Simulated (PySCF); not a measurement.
# C3H8O2Si: the cost of one run

The runs use PySCF 2.14.0, with density-fitted response routines of our own; the level of theory stands in each step. All values are computed, except where a source is named. Atoms count from 0, in the outputs and in this text.

## Step 1: The molecule as given

14 atoms, charge 0, multiplicity 1; geometry from: GFN2-xTB. The atoms were then displaced at random by about 0.01 Å, so the start is not that level's minimum.

Bonds of the start (Å): O0–C1 1.40, C1–C2 1.49, C2–C3 1.38, C3–O4 1.32, O4–Si5 1.63, O0–H6 0.96, C1–H7 1.09, C1–H8 1.11, C2–H9 1.07, C3–H10 1.07, Si5–H11 1.48, Si5–H12 1.46, Si5–H13 1.45.

## Step 2: Geometry optimisation at PBE0-D3(BJ)/def2-SVP

Job settings and geometry (Å):

```
{"job": {"xc": "PBE0", "basis": "def2-SVP", "d3": "d3bj", "grid": 1, "shake": 0.01, "kind": "geom"}, "charge": 0, "multiplicity": 1}
O     -2.902440     0.344730     0.572030
C     -1.910140     0.233320    -0.406400
C     -1.041770    -0.951610    -0.157970
C      0.328400    -0.877040    -0.004400
O      0.976180     0.270840    -0.106090
Si     2.556630     0.641340     0.043080
H     -2.499990     0.457280     1.433850
H     -2.419360     0.119860    -1.358600
H     -1.295400     1.153860    -0.435900
H     -1.518380    -1.905290    -0.041820
H      0.876740    -1.769680     0.206280
H      3.060150     0.253230     1.376980
H      2.455640     2.083050    -0.166800
H      3.326590    -0.068990    -0.961990
```

Started as:

```console
$ OMP_NUM_THREADS=1 python probes_run.py task.json out
```

One launch serves the whole session: the jobs run in the order shown.

Q: Estimate the wall time and peak memory of this first job on 1 thread of Arm Neoverse V1, shared host.

About 53 s, with a peak of 0.53 GiB.
